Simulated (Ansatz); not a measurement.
Rh, space group Fm-3m, a comparison of functionals at one structure

Program: Ansatz 0.2.0, Python API.

At the Python prompt:
```pycon
>>> import warnings
>>> import ansatz
>>> from pymatgen.core import Lattice, Structure
>>> from pymatgen.io.ase import AseAtomsAdaptor
>>> warnings.simplefilter("ignore", ansatz.DeckWarning)
>>> pmg_structure = Structure(
...     Lattice([(0.0, 1.89785, 1.89785), (1.89785, 0.0, 1.89785), (1.89785, 1.89785, 0.0)]),
...     ["Rh"],
...     [
...         (0.0, 0.0, 0.0),
...     ],
... )
>>> cell = ansatz.Crystal.from_ase(AseAtomsAdaptor.get_atoms(pmg_structure))
>>> job = (
...     cell.calculation()
...     .basis(48 * ansatz.Ry)
...     .kpoints(15, 15, 15)
...     .occupations("gaussian", width=0.15)
... )
>>> rows = []
>>> for value in ["revpbe", "lda", "rpbe", "r2scan"]:
...     report = job.functional(value).run(threads=1, backend="cpu").report
...     rows.append((value, report["free_energy_ev"] / len(report["lattice"]["sites"]), report["n_iterations"], report["n_kpoints"]))
...
>>> print("  functional   F/atom (eV)    iterations      k-points")
  functional   F/atom (eV)    iterations      k-points
>>> for row in rows:
...     print(f"{str(row[0]):>12s}  {row[1]:12.5f}  {row[2]:12d}  {row[3]:12d}")
...
      revpbe   -6408.20697             6           120
         lda   -6278.64438             6           120
        rpbe   -6410.36056             6           120
      r2scan   -6415.28070             6           120
```

Reading the output:
- No spin polarisation was allowed.
- The free energy holds a sizeable smearing term, which stands for no physical temperature.
- Of the deposited cell: the entry's cell lengths or inner coordinates differ somewhat from later room-temperature determinations.
- Total energies of different functionals can't be compared; pressures, moments and gaps at this one structure can.
- Processor time in the engine: 5.6 s on 1 thread of Intel(R) Xeon(R) Processor @ 2.30GHz (shared host), peak memory 0.58 GiB.
